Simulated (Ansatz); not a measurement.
# TiBrF₃: basis-set convergence

One table from this session's results is given with a row withheld; the runs are named, their logs left out.

The runs use Ansatz 0.2.0, Gaussian basis; one geometry, several basis sets.

Plan: PBE0-D4/def2-SVP; ωB97M-V/def2-SVP; PBE0-D4/def2-QZVPP; ωB97M-V/def2-QZVPP; the functionals' def2-TZVPP values are taken from earlier runs.

## The relaxed structure

The geometry comes from an earlier relaxation with PBE0-D4 in a triple-zeta def2 set; it is a stationary point.

SMILES `[F][Ti]([F])([F])[Br]`, 5 atoms, charge 0, spin multiplicity 1.

Atoms are counted from 1 here; the program's logs count them from 0.

Bond lengths: F1–Ti2 1.736 Å, Ti2–F3 1.736 Å, Ti2–F4 1.736 Å, Ti2–Br5 2.331 Å. Angles: F1–Ti2–F3 109.3°, F1–Ti2–F4 109.3°, F1–Ti2–Br5 109.6°, F3–Ti2–F4 109.3°, F3–Ti2–Br5 109.6°, F4–Ti2–Br5 109.6°.

Set-up of the first run:

Contents of in.yaml:

```yaml
crystal:
  periodic: [false, false, false]
  atoms:
    - {symbol: F, position_ang: [-0.926573, -0.519668, 1.416352]}
    - {symbol: Ti, position_ang: [0.020079, -0.127929, 0.015269]}
    - {symbol: F, position_ang: [1.684375, -0.514028, 0.321289]}
    - {symbol: F, position_ang: [-0.544931, -1.057682, -1.337116]}
    - {symbol: Br, position_ang: [-0.183048, 2.145606, -0.457095]}
basis:
  gaussian: {orbitals: def2-SVP}
hamiltonian: {xc: pbe0, dispersion: d4}
output: {orbitals: {seedname: orbitals}}
```

Steps of the session up to this table: PBE0-D4 in def2-SVP; ωB97M-V in def2-SVP; PBE0-D4 in def2-QZVPP; ωB97M-V in def2-QZVPP.

One of the session's tables, all rows but one given; the rest of the session is left out.

It belongs to the step «Density functionals: the series». 

| functional | basis | HOMO (eV) | LUMO (eV) |
| --- | --- | --- | --- |
| PBE0-D4 | def2-SVP | ? | ? |
| PBE0-D4 | def2-TZVPP | -9.44 | -3.37 |
| PBE0-D4 | def2-QZVPP | -9.44 | -3.35 |
| ωB97M-V | def2-SVP | -11.49 | -1.18 |
| ωB97M-V | def2-TZVPP | -11.61 | -1.11 |
| ωB97M-V | def2-QZVPP | -11.61 | -1.10 |

**Question.** Estimate the row for PBE0-D4, def2-SVP.

**Answer.** HOMO (eV): -9.37; LUMO (eV): -3.47. In the column «HOMO (eV)» it is the highest.
